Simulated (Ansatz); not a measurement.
# CH5NO2Si: the cost of one run

All numbers below are computed with Ansatz 0.2.0 (UKS PBE-D4/6-31G*).

**1. The structure to begin with**

Bond lengths: N1–Si2 1.709 Å, Si2–C3 1.929 Å, C3–O4 1.159 Å, C3–O5 1.357 Å, N1–H6 1.096 Å, N1–H7 1.003 Å, Si2–H8 1.498 Å, Si2–H9 1.520 Å, O5–H10 0.955 Å. Angles: N1–Si2–C3 113.7°, N1–Si2–H8 101.1°, N1–Si2–H9 105.5°, C3–Si2–H8 113.4°, C3–Si2–H9 112.6°, H8–Si2–H9 109.7°, Si2–N1–H6 105.8°, Si2–N1–H7 110.8°, H6–N1–H7 103.0°, Si2–C3–O4 117.5°, Si2–C3–O5 118.8°, O4–C3–O5 123.4°, C3–O5–H10 102.1°.

As a file:

```xyz
10

N     1.2356    1.2264    0.4550
Si    0.2992   -0.1248    0.9220
C    -0.8534   -0.7891   -0.4748
O    -1.4362   -1.7691   -0.2667
O    -0.8440   -0.1663   -1.6801
H     0.5181    1.9889    0.1324
H     1.7492    1.0315   -0.3839
H     1.3694   -1.0942    1.3209
H    -0.4724    0.3222    2.1524
H    -1.4824   -0.6768   -2.1742
```

**2. End point A**

Contents of input.yaml:

```yaml
crystal:
  periodic: [false, false, false]
  atoms:
    - { symbol: "N", position_ang: [1.2356, 1.2264, 0.455] }
    - { symbol: Si, position_ang: [0.2992, -0.1248, 0.922] }
    - { symbol: C, position_ang: [-0.8534, -0.7891, -0.4748] }
    - { symbol: O, position_ang: [-1.4362, -1.7691, -0.2667] }
    - { symbol: O, position_ang: [-0.844, -0.1663, -1.6801] }
    - { symbol: H, position_ang: [0.5181, 1.9889, 0.1324] }
    - { symbol: H, position_ang: [1.7492, 1.0315, -0.3839] }
    - { symbol: H, position_ang: [1.3694, -1.0942, 1.3209] }
    - { symbol: H, position_ang: [-0.4724, 0.3222, 2.1524] }
    - { symbol: H, position_ang: [-1.4824, -0.6768, -2.1742] }
magnetization:
  spin_polarized: true
basis:
  gaussian: { orbitals: "6-31G*" }
hamiltonian:
  xc: pbe
  dispersion: d4
relax:
  f_tol: 0.02
  max_steps: 50
output:
  orbitals: {}
```

Started as:

```bash
ansatz run input.yaml --threads 2 --pin off --max-ram 3072MiB --backend cpu --events-out ev --progress --plain --runs-dir out
```

What time and memory should one allow on 2 threads of Intel Xeon Platinum 8488C (Sapphire Rapids), shared host?

About 15 s, with a peak of 0.2 GiB.
